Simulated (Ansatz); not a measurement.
Consider a comparison of functionals at one structure of LaHg, space group Pm-3m (Ansatz 0.2.0, Python API).

Contents of `POSCAR_lahg`:
```text
LaHg
1.0
   3.86400000    0.00000000    0.00000000
   0.00000000    3.86400000    0.00000000
   0.00000000    0.00000000    3.86400000
La Hg
1 1
Direct
   0.50000000    0.50000000    0.50000000
   0.00000000    0.00000000    0.00000000
```

`run_xc.py`:
```python
"""Functional comparison for LaHg (totals differ with the potentials too)."""

import ansatz as az
from ase.io import read

SETTINGS = {
    "sigma": 0.15,
    "kgrid": (7, 7, 7),
}

atoms = read("POSCAR_lahg", format="vasp")
cell = az.Crystal.from_ase(atoms)

calc = (
    cell.calculation()
    .occupations(az.OccupationsMethod.COLD, width=SETTINGS["sigma"])
    .kpoints(*SETTINGS["kgrid"])
    .forces()
    .stress()
)

rows = []
for value in ["lda", "blyp", "pbesol"]:
    rep = calc.functional(value).run(threads=1).report
    rows.append((value, rep["free_energy_ev"] / len(rep["lattice"]["sites"]), rep["n_iterations"], sum(rep["stress_gpa"][i][i] for i in range(3)) / 3, max(abs(f) for row in rep["forces_ev_ang"] for f in row), rep["n_kpoints"]))

print("  functional   F/atom (eV)    iterations       P (GPa)  max component (eV/A)      k-points")
for row in rows:
    print(f"{str(row[0]):>12s}  {row[1]:12.5f}  {row[2]:12d}  {row[3]:12.3f}  {row[4]:20.4f}  {row[5]:12d}")
```

Rank the functionals by the pressure that they give at this structure. What does the order say about their lattices?

From lowest to highest: LDA (-3.1 GPa), PBEsol (-1.2 GPa) and BLYP (5.8 GPa). At a fixed cell a lower pressure usually means a smaller equilibrium volume, so LDA prefers the smallest cell and BLYP the largest.

The output:

```console
$ python run_xc.py
DeckWarning: basis.ecutwfc = 420 eV, auto-derived from the records' recommended cutoffs: set by La (normal level)
  functional   F/atom (eV)    iterations       P (GPa)  max component (eV/A)      k-points
         lda   -9799.84120             6        -3.076                0.0000            20
        blyp  -10055.38066             7         5.778                0.0000            20
      pbesol   -9915.19262             6        -1.154                0.0000            20
```
(Warnings from the package without file and line.)

What to keep in mind:
- BLYP can be off by several per cent in the lattices of metals, and by several GPa in the pressure at a fixed cell.
- For a metal this k-point mesh is coarse: on a finer one energies can move by several to tens of meV an atom and pressures by half a GPa or more, differences at one mesh by less.
- Forces vanish by symmetry here and test nothing.
- Pressure is positive in compression.
- Spin-orbit coupling, which matters for elements this heavy, is left out.
- The structure is a deposited one; some such entries were measured under pressure or heat, so a shift against it needn't be the functional's error alone.
- Total energies of different functionals can't be compared; pressures, moments and gaps at this one structure can.
- Run time: 5.9 s on 1 thread of Arm Neoverse V1, with other jobs on the host, peak memory 0.45 GiB.

(Lines on the test bed's own set-up are left out of the output.)
